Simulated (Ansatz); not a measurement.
**C2H5BClF (SMILES BC(F)CCl) at SVWN5/def2-SVP**

Aim: the vertical ionisation energy of C2H5BClF at SVWN5/def2-SVP, from 2 runs. 

The results are computed with Ansatz 0.2.0.

123 further runs of the same task are left out: 123 set aside as unsound or not needed.

## 1. Starting point

C2H5BClF: 10 atoms, total charge 0, spin state singlet. As SMILES, `BC(F)CCl`. The shape is that of a PBE0-D4/def2-TZVP optimisation. This is one conformer, not always the lowest.

Bond lengths: B1–C2 1.558 Å, C2–F3 1.386 Å, C2–C4 1.509 Å, C4–Cl5 1.782 Å, B1–H6 1.192 Å, B1–H7 1.195 Å, C2–H8 1.109 Å, C4–H9 1.090 Å, C4–H10 1.089 Å. Some angles: B1–C2–F3 113.9°, B1–C2–C4 115.3°, F3–C2–C4 109.7°, C2–C4–Cl5 112.6°, B1–C2–H8 102.6°, F3–C2–H8 107.0°, C4–C2–H8 107.5°, C2–B1–H6 120.8°, C2–B1–H7 118.2°, C2–C4–H9 110.7°.

## 2. The energy at SVWN5/def2-SVP

Input file molecule.yaml:

```yaml
crystal:
  periodic: [false, false, false]
  atoms:
    - {symbol: B, position_ang: [-1.309200, -0.711700, -0.281200]}
    - {symbol: C, position_ang: [0.178900, -0.496800, 0.126500]}
    - {symbol: F, position_ang: [0.520300, -1.080300, 1.336000]}
    - {symbol: C, position_ang: [0.655300, 0.934900, 0.100000]}
    - {symbol: Cl, position_ang: [2.428700, 1.067800, 0.206300]}
    - {symbol: H, position_ang: [-2.010300, -1.450800, 0.336900]}
    - {symbol: H, position_ang: [-1.707400, -0.172300, -1.270600]}
    - {symbol: H, position_ang: [0.728500, -1.046200, -0.665100]}
    - {symbol: H, position_ang: [0.248500, 1.491800, 0.943700]}
    - {symbol: H, position_ang: [0.349800, 1.412800, -0.829700]}
basis:
  gaussian:
    orbitals: def2-SVP
output:
  orbitals: {seedname: orbitals}
hamiltonian:
  xc: {name: SVWN5}
accuracy: high
total_charge: 0
```

On the command line:

```sh
ansatz run molecule.yaml --threads 1 --pin off --max-ram 3480MiB --events-out events.jsonl --progress --plain --runs-dir runs
```

The log of the run:

```text
Warning: RAYON_NUM_THREADS=1 ignored (pool sized by the plan → 1); use --threads N
Functional definition: SVWN5
  name "SVWN5"
  exchange = slater_x
  correlation = vwn5_c
2335 factors; integrals over basis functions are off by at most 4.1e-9 eV
mean field evaluation 1: about -17970.3772 eV, gradient 4.8e1 eV
mean field evaluation 2: about -17962.6598 eV, gradient 7.2e1 eV
mean field evaluation 4: about -17976.3883 eV, gradient 3.9e0 eV
mean field evaluation 8: about -17976.4138 eV, gradient 3.8e-1 eV
mean field evaluation 16: about -17976.4141 eV, gradient 1.3e-5 eV
mean field -17976.41412383 eV, -660.6210341995 hartree, gradient 1.8e-8 eV, S^2 0.000000; 0 other end points of the search recorded, 0 dependent functions left out
reference -17976.41412685 eV, -660.6210343105 hartree; 24, 24 occupied and 75, 75 virtual orbitals, 2335 factors
Total energy: -17976.41412685 eV, -660.6210343105 hartree
```

It took 4.8 s on 1 thread of Arm Neoverse V2, shared host; peak memory 0.27 GiB.

## 3. The doublet cation

Input file job.yaml:

```yaml
crystal:
  periodic: [false, false, false]
  atoms:
    - {symbol: B, position_ang: [-1.309200, -0.711700, -0.281200]}
    - {symbol: C, position_ang: [0.178900, -0.496800, 0.126500]}
    - {symbol: F, position_ang: [0.520300, -1.080300, 1.336000]}
    - {symbol: C, position_ang: [0.655300, 0.934900, 0.100000]}
    - {symbol: Cl, position_ang: [2.428700, 1.067800, 0.206300]}
    - {symbol: H, position_ang: [-2.010300, -1.450800, 0.336900]}
    - {symbol: H, position_ang: [-1.707400, -0.172300, -1.270600]}
    - {symbol: H, position_ang: [0.728500, -1.046200, -0.665100]}
    - {symbol: H, position_ang: [0.248500, 1.491800, 0.943700]}
    - {symbol: H, position_ang: [0.349800, 1.412800, -0.829700]}
basis:
  gaussian:
    orbitals: def2-SVP
total_charge: 1
magnetization:
  spin_polarized: true
  initial_magnetization: 1
hamiltonian:
  xc: {name: SVWN5}
accuracy: high
output: {orbitals: {seedname: orbitals}}
```

On the command line:

```sh
ansatz run job.yaml --threads 1 --pin off --max-ram 3480MiB --events-out events.jsonl --progress --plain --runs-dir runs
```

The log of the run:

```text
Warning: RAYON_NUM_THREADS=1 ignored (pool sized by the plan → 1); use --threads N
Functional definition: SVWN5
  name "SVWN5"
  exchange = slater_x
  correlation = vwn5_c
2331 factors; integrals over basis functions are off by at most 4.1e-9 eV
mean field evaluation 1: about -17949.6292 eV, gradient 5.6e1 eV
mean field evaluation 2: about -17904.3105 eV, gradient 1.1e2 eV
mean field evaluation 4: about -17962.0520 eV, gradient 2.3e1 eV
mean field evaluation 8: about -17965.9870 eV, gradient 3.3e0 eV
mean field evaluation 16: about -17966.0935 eV, gradient 4.5e-1 eV
mean field evaluation 32: about -17966.0974 eV, gradient 1.5e-8 eV
mean field evaluation 64: about -17966.0823 eV, gradient 2.7e-1 eV
mean field -17966.09737735 eV, -660.2419007596 hartree, gradient 1.5e-8 eV, S^2 0.750629; 10 other end points of the search recorded, 0 dependent functions left out
reference -17966.09738042 eV, -660.2419008724 hartree; 24, 23 occupied and 75, 76 virtual orbitals, 2331 factors
Total energy: -17966.09738042 eV, -660.2419008724 hartree
```

Wall time 14 s (1 thread of Arm Neoverse V2, shared host); peak memory 0.33 GiB.

## 4. Outcome

At SVWN5/def2-SVP:

```
                                          quantity          value
                    singlet C2H5BClF: total energy  -660.62103 Eh
                     singlet C2H5BClF: HOMO energy       -6.92 eV
                     singlet C2H5BClF: LUMO energy       -3.32 eV
                   singlet C2H5BClF: HOMO–LUMO gap        3.60 eV
                      doublet cation: total energy  -660.24190 Eh
doublet cation: HOMO energy (highest over α and β)      -13.50 eV
                              doublet cation: ⟨S²⟩          0.751
vertical ionisation energy (to the doublet cation)      10.317 eV
```

In words: Removing an electron at fixed nuclei costs 10.32 eV (995 kJ/mol). −ε(HOMO) before ionisation, 6.92 eV, is 3.40 eV below this ionisation energy.
